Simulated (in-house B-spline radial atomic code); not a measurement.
# Sb⁴¹⁺: Hartree-Fock with and without relativity

Aim: what relativity does to the energy, levels and radii of Sb⁴¹⁺.

Program: in-house B-spline radial atomic code version 1. Level of theory: Hartree-Fock averaged over the configuration, non-relativistic (point nucleus) and Dirac-Coulomb (finite nucleus); spherical all-electron atom at the radial basis limit. These are calculated values, not measurements, unless marked.

### Step 1. The system

| Quantity | Value |
| --- | --- |
| element | antimony (Z = 51) |
| charge | +41 |
| electrons | 10 |
| configuration | [He] 2s2 2p6 |
| nucleus | point (non-relativistic run); Fermi, rms radius 4.680 fm (Dirac runs) |

The outer shells:

[He] 2s2 2p6
```
[He] core
2s [↑↓]
2p [↑↓][↑↓][↑↓]
```

### Step 2. Non-relativistic run

Settings of the run:

```ini
Z = 51
electrons = 10.0
configuration = [He] 2s2 2p6
hamiltonian = nr
method = hf
spin_polarised = False
```

### Step 3. Dirac-Coulomb run

Settings of the run:

```ini
Z = 51
electrons = 10.0
configuration = [He] 2s2 2p6
hamiltonian = dirac
method = hf
spin_polarised = False
nucleus = fermi
rms_radius = 4.6802
mass_number = 121
atomic_mass = 120.903811353
speed_of_light = 137.035999084
```

**Question.** How much does each shell's level and mean radius change with the Dirac Hamiltonian, and the total energy?

As calculated:

Levels and radii; the Dirac values are averaged over j with the occupations as weights.

| shell | ε non-rel. (eV) | ε Dirac (eV) | <r> non-rel. (bohr) | <r> Dirac (bohr) | change of <r> (%) |
| --- | --- | --- | --- | --- | --- |
| 1s | -32195.5 | -33364.1 | 0.02979 | 0.02839 | -4.71 |
| 2s | -6954.20 | -7271.67 | 0.1258 | 0.1196 | -4.92 |
| 2p | -6697.78 | -6812.44 | 0.1072 | 0.1044 | -2.56 |

What this shows: The total energy moves by -150.97 hartree, or -3.2 %, between the two Hamiltonians (nuclear size included). First-order perturbation theory (mass-velocity plus Darwin) gives -138.02 hartree, which is 91 % of the full shift. Averaged over j, the 2s shell contracts most (-4.92 %). Spin-orbit coupling splits the 2p level by 263.73 eV. Breit terms add 3.83 hartree and QED terms 3.03 hartree.
